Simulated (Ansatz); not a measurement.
# YBRh3: properties at the relaxed cell

One table from this session's results is given with a row withheld; the runs are named, their logs left out.

Method: DFT r2SCAN, scalar-relativistic, plane waves, PAW, in Ansatz 0.2.0.

1 further run of the same task is left out (set aside as unsound or not needed).

### The structure to begin with

The structure is cubic, space group Pm-3m (No. 221). Conventional cell: a = 4.175 Å, b = 4.175 Å, c = 4.175 Å, α = 90.00°, β = 90.00°, γ = 90.00°. Y (site symmetry m-3m) has 12 Rh at 2.95 Å in its first shell of neighbours. B (site symmetry m-3m) has 6 Rh at 2.09 Å in its first shell of neighbours. Rh (site symmetry 4/mmm) is surrounded by 2 B at 2.09 Å.

As a file:

```
Y B Rh
1.0
     4.17524    0.00000    0.00000
     0.00000    4.17524    0.00000
     0.00000    0.00000    4.17524
Y B Rh
1 1 3
Direct
  0.00000 0.00000 0.00000
  0.50000 0.50000 0.50000
  0.00000 0.50000 0.50000
  0.50000 0.00000 0.50000
  0.50000 0.50000 0.00000
```

This cell was relaxed beforehand with the same method: volume 14.56 Å³/atom, gap on the mesh none (metal).

Set-up of the first run:

Input file input.yaml:

```yaml
crystal:
  lattice:
    - [4.1752415995, 0.0, 0.0]
    - [0.0, 4.1752415995, 0.0]
    - [0.0, 0.0, 4.1752415995]
  atoms:
    - { symbol: "Y", position: [0.0, 0.0, 0.0] }
    - { symbol: B, position: [0.5, 0.5, 0.5] }
    - { symbol: Rh, position: [0.0, 0.5, 0.5] }
    - { symbol: Rh, position: [0.5, 0.0, 0.5] }
    - { symbol: Rh, position: [0.5, 0.5, 0.0] }
basis:
  ecutwfc: 500
kpoints:
  mp_grid: { grid: [8, 8, 8] }
  band_path:
    path:
      - [[0.0, 0.0, 0.0], [0.0, 0.5, 0.0], [0.5, 0.5, 0.0], [0.0, 0.0, 0.0], [0.5, 0.5, 0.5], [0.0, 0.5, 0.0]]
      - [[0.5, 0.5, 0.5], [0.5, 0.5, 0.0]]
    npoints: 14
hamiltonian:
  xc: r2scan
scf:
  occupations: { method: gaussian, width: 0.1 }
  n_extra_bands: 12
output:
  forces: true
  stress: true
  eigenvalues: true
  populations: true
  dos: { projected: true, de: 0.02, nscf_kmesh: { grid: [12, 12, 12] } }
  bader: true
  write_density: true
  write_potential: true
  elf: true
  volumetric_format: npy
```

Command:

```console
$ ansatz run input.yaml --threads 1 --pin off --max-ram 2560MiB --backend cpu --events-out ev --progress --plain --runs-dir out
```

Steps of the session up to this table: Electronic structure at the relaxed geometry; The cell as listed, for comparison; The cell scaled to 0.97 of its volume; Point at V/V0 = 1.03; Volume × 0.94; Volume × 1.06; Volume × 0.91; Volume × 1.10; The cell scaled to 0.88 of its volume.

One table of the session follows, with a row left open; its other results are not shown here.

It belongs to the step «Equation of state». 

| volume (Å³/atom) | energy above the lowest point (meV/atom) | pressure (GPa) |
| --- | --- | --- |
| 12.810 | 161.9 | 33.48 |
| 13.247 | 85.6 | 22.90 |
| 13.684 | 35.7 | 13.96 |
| 14.120 | 8.4 | 6.39 |
| 14.557 | 0.0 | -0.01 |
| 14.994 | 7.7 | -5.43 |
| 15.431 | ? | ? |
| 16.013 | 75.1 | -15.06 |

**Question.** Estimate the row for volume (Å³/atom) = 15.431.

Worked estimate for «energy above the lowest point (meV/atom)». A straight line through the neighbours (14.994, 7.7) and (16.013, 75.1) gives 7.7 + (75.1 − 7.7) × (15.431 − 14.994) / (16.013 − 14.994) = 36.6; a parabola fitted to 3 rows on both sides gives 28.1.

**Answer.** energy above the lowest point (meV/atom): 29.0; pressure (GPa): -10.02. In «energy above the lowest point (meV/atom)» the line misses by +7.6 and the parabola by -0.9.
